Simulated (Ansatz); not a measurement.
# CH7AlSi2: a ladder of functionals and wavefunction methods

One table from this session's results is given with a row withheld; the runs are named, their logs left out.

Method: functionals in def2-TZVPP, the program's frozen cores in correlated methods; program: Ansatz 0.2.0, Gaussian basis.

Plan: LDA (SPW92), PBE-D4, revPBE-D4, BLYP-D4, r2SCAN-D4, B97M-V, PBE0-D4, B3LYP-D4, r2SCANh-D4, r2SCAN0-D4, HSE06-D4, BHLYP-D4, CAM-B3LYP-D4, LC-ωPBE, ωB97X-V, ωB97M-V, B2PLYP, PBE-QIDH; CCSD(T)/def2-SVP; CCSD(T)/def2-TZVPP; MP2/def2-QZVPP; extrapolation to the limit; RPA on PBE.

## The geometry

All runs share one geometry, relaxed beforehand with PBE0-D4 in a triple-zeta def2 set.

SMILES `[SiH3][Al]1[CH2][SiH2]1`, 11 atoms, charge 0, spin multiplicity 1.

Atoms are counted from 1 here; the program's logs count them from 0.

Bond lengths: Si1–Al2 2.446 Å, Si1–H5 1.491 Å, Si1–H6 1.489 Å, Si1–H7 1.488 Å, Al2–C3 1.962 Å, Al2–Si4 2.337 Å, C3–Si4 1.916 Å, C3–H8 1.097 Å, C3–H9 1.089 Å, Si4–H10 1.488 Å, Si4–H11 1.489 Å. Angles: Al2–Si1–H5 108.5°, Al2–Si1–H6 111.6°, Al2–Si1–H7 112.0°, H5–Si1–H6 108.1°, H5–Si1–H7 108.1°, H6–Si1–H7 108.5°, Si1–Al2–C3 141.3°, Si1–Al2–Si4 166.4°, C3–Al2–Si4 52.0°, Al2–C3–Si4 74.1°, Al2–C3–H8 111.0°, Al2–C3–H9 127.2°, Si4–C3–H8 112.0°, Si4–C3–H9 119.4°, H8–C3–H9 109.1°, Al2–Si4–C3 53.9°, Al2–Si4–H10 129.6°, Al2–Si4–H11 119.0° and more.

Set-up of the first run:

Input file in.yaml:

```yaml
crystal:
  periodic: [false, false, false]
  atoms:
    - {symbol: Si, position_ang: [-1.299002, 2.198516, -0.626181]}
    - {symbol: Al, position_ang: [0.047888, 0.200610, -0.207304]}
    - {symbol: C, position_ang: [0.269510, -1.252051, 1.092966]}
    - {symbol: Si, position_ang: [1.500953, -1.625237, -0.326264]}
    - {symbol: H, position_ang: [-2.531418, 1.792438, -1.360526]}
    - {symbol: H, position_ang: [-1.713002, 2.857230, 0.643696]}
    - {symbol: H, position_ang: [-0.572931, 3.195030, -1.458955]}
    - {symbol: H, position_ang: [0.779434, -0.896046, 1.996216]}
    - {symbol: H, position_ang: [-0.467546, -2.004255, 1.372085]}
    - {symbol: H, position_ang: [2.941734, -1.715222, 0.036488]}
    - {symbol: H, position_ang: [1.109880, -2.807914, -1.141721]}
basis:
  gaussian: {orbitals: def2-TZVPP}
hamiltonian: {xc: lda}
output: {orbitals: {seedname: orbitals}}
```

Launch:

```
$ ansatz run in.yaml --threads 2 --pin off --events-out ev --progress --plain --max-ram 4352MiB
```

Steps of the session up to this table: LDA; PBE-D4 (GGA); revPBE-D4 (GGA); BLYP-D4 (GGA); r2SCAN-D4 (meta-GGA); B97M-V (meta-GGA); B3LYP-D4 (hybrid); r2SCANh-D4 (hybrid); r2SCAN0-D4 (hybrid); HSE06-D4 (hybrid); BHLYP-D4 (hybrid); CAM-B3LYP-D4 (range-separated); LC-ωPBE (range-separated); ωB97X-V (range-separated); ωB97M-V (range-separated); B2PLYP (double hybrid); PBE-QIDH (double hybrid).

One of the session's tables, all rows but one given; the rest of the session is left out.

It belongs to the step «Orbital energies across the functionals». 

```
  functional  HOMO (eV)  LUMO (eV)  gap (eV)
 LDA (SPW92)      -5.10      -3.08      2.02
      PBE-D4      -5.01      -2.90      2.11
   revPBE-D4      -4.97      -2.81      2.16
     BLYP-D4      -4.85      -2.73      2.12
   r2SCAN-D4      -5.18      -2.72      2.46
      B97M-V      -5.21      -2.84      2.36
     PBE0-D4      -5.94      -2.15      3.79
    B3LYP-D4      -5.76      -2.30      3.46
  r2SCANh-D4      -5.53      -2.46      3.07
  r2SCAN0-D4      -6.05      -2.07      3.98
    HSE06-D4          ?          ?         ?
    BHLYP-D4      -6.75      -1.30      5.45
CAM-B3LYP-D4      -7.10      -1.12      5.98
     LC-ωPBE      -8.33      -0.11      8.22
     ωB97X-V      -8.05      -0.22      7.83
     ωB97M-V      -7.85      -0.46      7.39
```

**Question.** Estimate the row for HSE06-D4.

The run gave: HOMO (eV): -5.55; LUMO (eV): -2.52; gap (eV): 3.03. In the column «HOMO (eV)» it lies between B3LYP-D4 (-5.76) and r2SCANh-D4 (-5.53).
